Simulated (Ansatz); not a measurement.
# C₂H₇SSb: a ladder of functionals and wavefunction methods

The task here is to estimate one member of a computed series from the others.

Method: functionals in def2-TZVPP, the program's frozen cores in correlated methods; program: Ansatz 0.2.0, Gaussian basis.

The runs, in order: PBE-D4, r2SCAN-D4, PBE0-D4, B3LYP-D4, ωB97X-V, ωB97M-V, B2PLYP; CCSD(T)/def2-TZVPP; MP2/def2-QZVPP; extrapolation to the limit.

## The geometry

An earlier PBE0-D4 in a triple-zeta def2 set relaxation fixed the geometry. Sb takes the def2 core potential; no spin-orbit term is included.

SMILES `[CH3][Sb]([CH3])[SH]`, 11 atoms, charge 0, spin multiplicity 1.

Atoms are counted from 1 here; the program's logs count them from 0.

Bond lengths: C1–Sb2 2.152 Å, C1–H5 1.092 Å, C1–H6 1.090 Å, C1–H7 1.090 Å, Sb2–C3 2.152 Å, Sb2–S4 2.433 Å, C3–H8 1.090 Å, C3–H9 1.090 Å, C3–H10 1.092 Å, S4–H11 1.342 Å. Angles: Sb2–C1–H5 109.2°, Sb2–C1–H6 109.9°, Sb2–C1–H7 109.4°, H5–C1–H6 109.5°, H5–C1–H7 109.3°, H6–C1–H7 109.5°, C1–Sb2–C3 94.0°, C1–Sb2–S4 95.0°, C3–Sb2–S4 95.1°, Sb2–C3–H8 109.9°, Sb2–C3–H9 109.4°, Sb2–C3–H10 109.2°, H8–C3–H9 109.5°, H8–C3–H10 109.5°, H9–C3–H10 109.3°, Sb2–S4–H11 94.2°.

Set-up of the first run:

Contents of in.yaml:

```yaml
crystal:
  periodic: [false, false, false]
  atoms:
    - {symbol: C, position_ang: [-1.047397, 1.256871, -0.398074]}
    - {symbol: Sb, position_ang: [0.419796, -0.193978, -1.010149]}
    - {symbol: C, position_ang: [1.434167, -0.193899, 0.888282]}
    - {symbol: S, position_ang: [-0.971390, -2.126687, -0.511147]}
    - {symbol: H, position_ang: [-0.569319, 2.234195, -0.307844]}
    - {symbol: H, position_ang: [-1.475056, 0.970153, 0.562623]}
    - {symbol: H, position_ang: [-1.836978, 1.310137, -1.147053]}
    - {symbol: H, position_ang: [0.710900, -0.307475, 1.695747]}
    - {symbol: H, position_ang: [2.145706, -1.018553, 0.917933]}
    - {symbol: H, position_ang: [1.970418, 0.749464, 1.008219]}
    - {symbol: H, position_ang: [-0.715447, -2.737331, -1.678035]}
basis:
  gaussian: {orbitals: def2-TZVPP}
hamiltonian: {xc: pbe, dispersion: d4}
output: {forces: true, orbitals: {seedname: orbitals}}
```

Run with:

```console
ansatz run in.yaml --threads 4 --pin off --events-out ev --progress --plain --max-ram 10444MiB
```

Among the steps run: PBE-D4 (GGA); r2SCAN-D4 (meta-GGA); PBE0-D4 (hybrid); B3LYP-D4 (hybrid); ωB97X-V (range-separated); ωB97M-V (range-separated); B2PLYP (double hybrid); CCSD(T) in def2-TZVPP; MP2 in def2-QZVPP.

One table of the session follows, with a row left open; its other results are not shown here.

It belongs to the step «Atomisation energies». 

| method | atomisation energy (kJ/mol) |
| --- | --- |
| PBE-D4 | 3737.0 |
| r2SCAN-D4 | 3680.3 |
| PBE0-D4 | 3681.9 |
| B3LYP-D4 | 3690.5 |
| ωB97X-V | 3700.2 |
| ωB97M-V | 3684.7 |
| B2PLYP | 3630.7 |
| HF/def2-TZVPP | 2641.9 |
| MP2/def2-TZVPP | 3587.9 |
| CCSD/def2-TZVPP | 3528.7 |
| CCSD(T)/def2-TZVPP | 3584.1 |
| MP2/CBS | 3697.1 |
| CCSD(T)/CBS | ? |

**Question.** Estimate the row for CCSD(T)/CBS.

**Answer.** atomisation energy (kJ/mol): 3693.3. In the column «atomisation energy (kJ/mol)» it lies between B3LYP-D4 (3690.5) and MP2/CBS (3697.1).
